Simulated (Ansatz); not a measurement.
The system is Hf2Pd2Se2Br2O3.

```
Hf Pd Se Br O
1.0
     5.76069    0.00496   -0.00286
    -0.52750    5.84664    0.03413
    -1.48435   -0.92642    6.64586
Hf Pd Se Br O
2 2 2 2 3
Direct
  0.74540 0.39602 0.34989
  0.28763 0.45322 0.59401
  0.90854 0.13294 0.84849
  0.25249 0.90323 0.35874
  0.63469 0.40355 0.93716
  0.62597 0.78174 0.53023
  0.85273 0.99089 0.15355
  0.22526 0.82084 0.86223
  0.96040 0.28925 0.59026
  0.43233 0.24524 0.40864
  0.07457 0.58308 0.36682
```

The cell was built by a generator and needn't be a form met in nature.

Base run:

- Program: Ansatz 0.2.0
- Functional: PBE
- Potentials or basis: Ansatz PAW
- Cutoff: 420 eV (not typed: the program's choice for these potentials)
- k mesh: 5 × 5 × 4
- Occupations: fermi-dirac, width 0.05 eV
- Spin: no spin polarisation
- Hubbard terms: Hf d U = 6 eV, Pd d U = 6 eV

Its results: band gap on the k mesh 0.58 eV, indirect (least direct gap 0.63 eV); pressure 3.5 GPa; largest force 0.471 eV/Å.

**Question.** After a change of settings the same cell gave: band gap on the k mesh 0.57 eV, indirect (least direct gap 0.61 eV); pressure 4.8 GPa; largest force 0.670 eV/Å. Which change was it?
A. functional from PBE to BLYP; hubbard terms from Hf d U = 6 eV, Pd d U = 6 eV to none; hubbard projectors from ortho-atomic (the default) to none
B. potentials or basis from Ansatz PAW to Ansatz NC; cutoff from 420 eV (not typed: the program's choice for these potentials) to 1240 eV (not typed: the program's choice for these potentials); hubbard terms from Hf d U = 6 eV, Pd d U = 6 eV to none; hubbard projectors from ortho-atomic (the default) to none
C. hubbard terms from Hf d U = 6 eV, Pd d U = 6 eV to Hf d U = 2 eV, Pd d U = 2 eV
D. hubbard terms from Hf d U = 6 eV, Pd d U = 6 eV to Hf d U = 8 eV, Pd d U = 8 eV

**Answer.** D.

Caveats: odd divisions of the mesh miss points on the zone boundary, where band edges often lie, so the gap on the mesh can be too wide; spin-orbit coupling is left out, which moves the levels of the heavy elements.
